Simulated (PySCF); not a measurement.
# SVWN5/6-31G run of B2H2F4 (SMILES F[BH-]1[F+][BH-](F)[F+]1)

What is the vertical ionisation energy of B2H2F4 at SVWN5/6-31G? Input form: a Python script.

The calculation is run with PySCF 2.14.0.

**1. The system as given**

The species is B2H2F4 (8 atoms), meant as a singlet with charge 0. As SMILES, `F[BH-]1[F+][BH-](F)[F+]1`. The shape is that of a GFN2-xTB optimisation.

Bond lengths: F1–B2 1.318 Å, B2–F3 1.527 Å, F3–B4 1.527 Å, B4–F5 1.318 Å, B2–F6 1.530 Å, B4–F6 1.528 Å, B2–H7 1.171 Å, B4–H8 1.170 Å. Some angles: F1–B2–F3 108.6°, F1–B2–F6 108.6°, F3–B2–F6 86.7°, B2–F3–B4 93.4°, F3–B4–F5 108.6°, F3–B4–F6 86.7°, F5–B4–F6 108.5°, B2–F6–B4 93.2°, F1–B2–H7 120.9°, F3–B2–H7 113.5°.

**2. The energy at SVWN5/6-31G**

The input, run.py:

```python
# F[BH-]1[F+][BH-](F)[F+]1
from pyscf import gto, dft

mol = gto.M(
    atom='''
F    1.043360  -1.440940   1.042990
B    0.990580  -0.282590   0.417020
F    0.244640  -0.475210  -0.901740
B   -0.990130   0.281940  -0.417440
F   -1.044440   1.440610  -1.043620
F   -0.245370   0.477470   0.902280
H    1.942170   0.392310   0.320140
H   -1.940820  -0.393590  -0.319620
''',
    charge=0,
    verbose=4,
    max_memory=1860,
    basis='6-31g',
)

myscf = dft.RKS(mol, xc='svwn')
myscf.conv_tol = 1e-10
myscf.grids.level = 4
myscf.kernel()
if not myscf.converged:
    myscf = myscf.newton().run(myscf.mo_coeff, myscf.mo_occ)

e_tot = myscf.e_tot
print(f'total energy: {e_tot:.8f} hartree')
```

Run with:

```sh
$ OMP_NUM_THREADS=1 python run.py
```

The log of the run:

```text
PySCF version 2.14.0

[... 78 lines left out ...]
converged SCF energy = -447.273352387153
total energy: -447.27335239 hartree
```

Wall time 6 s (1 thread of Arm Neoverse V1, shared host); peak memory 0.19 GiB.

**3. The doublet cation at the same level**

The input, run.py:

```python
from pyscf import gto, dft

mol = gto.M(
    atom=[
    ('F', (1.043360, -1.440940, 1.042990)),
    ('B', (0.990580, -0.282590, 0.417020)),
    ('F', (0.244640, -0.475210, -0.901740)),
    ('B', (-0.990130, 0.281940, -0.417440)),
    ('F', (-1.044440, 1.440610, -1.043620)),
    ('F', (-0.245370, 0.477470, 0.902280)),
    ('H', (1.942170, 0.392310, 0.320140)),
    ('H', (-1.940820, -0.393590, -0.319620)),
],
    verbose=3,
    basis='6-31g',
    charge=1,
    max_memory=1860,
    spin=1,
)

mf = dft.UKS(mol, xc='svwn')
mf.grids.level = 4
mf.conv_tol = 1e-10
mf.kernel()
if not mf.converged:
    mf = mf.newton().run(mf.mo_coeff, mf.mo_occ)

etot = mf.e_tot
print(f'total energy: {etot:.8f} hartree')
```

Run with:

```sh
$ OMP_NUM_THREADS=1 python run.py
```

The log of the run:

```text
converged SCF energy = -446.820806624483  <S^2> = 0.7509307  2S+1 = 2.0009305
total energy: -446.82080662 hartree
```

Run time: 12 s. Hardware: 1 thread of Arm Neoverse V1, shared host; peak memory 0.2 GiB.

**4. Summary of results**

Level: SVWN5/6-31G.

```
                                          quantity          value
                      singlet B2H2F4: total energy  -447.27335 Eh
                     singlet B2H2F4: dipole moment         0.01 D
                       singlet B2H2F4: HOMO energy       -8.78 eV
                       singlet B2H2F4: LUMO energy       -0.31 eV
                     singlet B2H2F4: HOMO–LUMO gap        8.47 eV
                      doublet cation: total energy  -446.82081 Eh
doublet cation: HOMO energy (highest over α and β)      -16.54 eV
 doublet cation: LUMO energy (lowest over α and β)      -15.85 eV
                              doublet cation: ⟨S²⟩          0.751
vertical ionisation energy (to the doublet cation)      12.314 eV
```

In words: The vertical ionisation energy comes to 12.31 eV (1188 kJ/mol). −ε(HOMO) before ionisation, 8.78 eV, is 3.53 eV below this ionisation energy. Mulliken charges (singlet B2H2F4) run from -0.26 on F6 to +0.49 on B2. Mulliken charges (doublet cation) run from -0.19 on F6 to +0.52 on B2; they depend strongly on the basis.
